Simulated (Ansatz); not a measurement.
Task: a comparison of dispersion corrections of B2GeH7N, SMILES [BH2][GeH2][BH]N, with the Python package of Ansatz (0.2.0). Give the script and its output. Settings (for the species named): r2SCAN, def2-SVP basis, multiplicity 1, D3BJ dispersion.

```xyz
11

B    -1.4802    1.5197   -0.1990
Ge   -0.8725   -0.3414   -0.1040
B     0.9170   -0.3604    0.7610
N     2.2320   -0.8852    0.0183
H    -1.7560    2.0439   -1.2798
H    -1.6734    2.2111    0.7759
H    -0.7308   -0.9261   -1.5283
H    -1.8211   -1.1689    0.7281
H     1.0796    0.0663    1.9168
H     1.9392   -1.8772   -0.2317
H     2.2314   -0.3387   -0.8368
```

`disp_b2geh7n.py`
```python
"""Dispersion corrections for B2GeH7N."""

import ansatz as az

geometry_ang = [
    ("B", [-1.4802, 1.5197, -0.199]),
    ("Ge", [-0.8725, -0.3414, -0.104]),
    ("B", [0.917, -0.3604, 0.761]),
    ("N", [2.232, -0.8852, 0.0183]),
    ("H", [-1.756, 2.0439, -1.2798]),
    ("H", [-1.6734, 2.2111, 0.7759]),
    ("H", [-0.7308, -0.9261, -1.5283]),
    ("H", [-1.8211, -1.1689, 0.7281]),
    ("H", [1.0796, 0.0663, 1.9168]),
    ("H", [1.9392, -1.8772, -0.2317]),
    ("H", [2.2314, -0.3387, -0.8368]),
]
b2geh7n = az.Crystal.molecule()
for symbol, xyz in geometry_ang:
    b2geh7n = b2geh7n.atom(symbol, xyz)

setup = b2geh7n.calculation().basis(gaussian="def2-SVP")
for name in ["r2scan", "revpbe"]:
    for correction in ("d3bj", "d4"):
        data = setup.functional(name, dispersion=correction).run(threads=1).report
        print(f"{name:8s} {correction:5s} total {data['free_energy_ev']:.5f} eV, of which dispersion {1000 * data['dispersion']['energy']['ev']:.2f} meV")
```

```console
$ python disp_b2geh7n.py
DeckWarning: the engine holds no damping parameters fitted to this dispersion correction and functional, so the run takes those fitted to r2scan beside the three-body term, which d3bj leaves out (hamiltonian.dispersion, under Limitations)
r2scan   d3bj  total -59461.49113 eV, of which dispersion -58.22 meV
r2scan   d4    total -59461.48016 eV, of which dispersion -47.25 meV
revpbe   d3bj  total -59458.76784 eV, of which dispersion -491.91 meV
revpbe   d4    total -59458.83169 eV, of which dispersion -555.75 meV
```
(Warnings from the package without file and line.)

Caveats:
- Total energies depend on the basis set; only differences at equal settings carry meaning.
- The geometry is a force-field or estimated start, not a minimum of this method, and the basis set is short of its limit. D4 holds the three-body term, and d3bj doesn't.
- A dispersion term here runs with damping parameters fitted for another variant or functional.
- Wall time of the script: 15 s on 1 thread of Arm Neoverse V2, with other jobs on the host, peak memory 0.22 GiB.

(Lines on the test bed's own set-up are left out of the output.)
